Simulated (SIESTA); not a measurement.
Crystal: Ta3Cu.

```
Ta Cu
1.0
    -2.00651    2.00651    4.20817
     2.00651   -2.00651    4.20817
     2.00651    2.00651   -4.20817
Ta Cu
3 1
Direct
  0.50000 0.50000 0.00000
  0.25000 0.75000 0.50000
  0.75000 0.25000 0.50000
  0.00000 0.00000 0.00000
```

The cell comes from a database or a generator and needn't be the stable form of this composition.

* Program: SIESTA 5.4.2
* Task: single point
* Functional: PBEsol
* Potentials or basis: PseudoDojo 0.4 standard (PBEsol files)
* Basis: DZP (energy shift 0.003 Ry; two zetas on semicore shells)
* Grid cutoff: 800 Ry
* Energy shift: 0.003 Ry
* k mesh: 9 × 9 × 9
* Occupations: fermi-dirac, width 0.05 eV
* Spin: no spin polarisation

On this cell: pressure -5.7 GPa; largest force under 0.003 eV/Å; band gap on the k mesh none (metal or under the smearing width).

The same run follows on a disturbed copy (atoms moved at random, drawn with an rms of 0.05 Å):

```
Ta Cu
1.0
    -2.00651    2.00651    4.20817
     2.00651   -2.00651    4.20817
     2.00651    2.00651   -4.20817
Ta Cu
3 1
Direct
  0.50185 0.49359 0.99179
  0.25396 0.74979 0.49805
  0.74012 0.24821 0.49693
  0.99944 0.99868 0.99370
```

Task: What changes?

Result: The energy (extrapolated to zero smearing) moves by +6.2 meV/atom; pressure -5.5 GPa; largest force 0.698 eV/Å; band gap on the k mesh none (metal or under the smearing width).

Forces in eV/Å, atoms in the order of the input:
```
Ta   0.332 -0.094 -0.328
Ta   0.104 -0.251  0.001
Ta  -0.404  0.311  0.476
Cu  -0.031  0.035 -0.149
```

Stress tensor (GPa, compression positive):
```
-4.82 -0.03 -0.20
-0.03 -5.59 -0.27
-0.20 -0.27 -6.09
```

Caveats: short orbitals over semicore shells can move pressures by several GPa; the basis of atomic orbitals isn't converged, which shifts pressures, moduli and gaps.
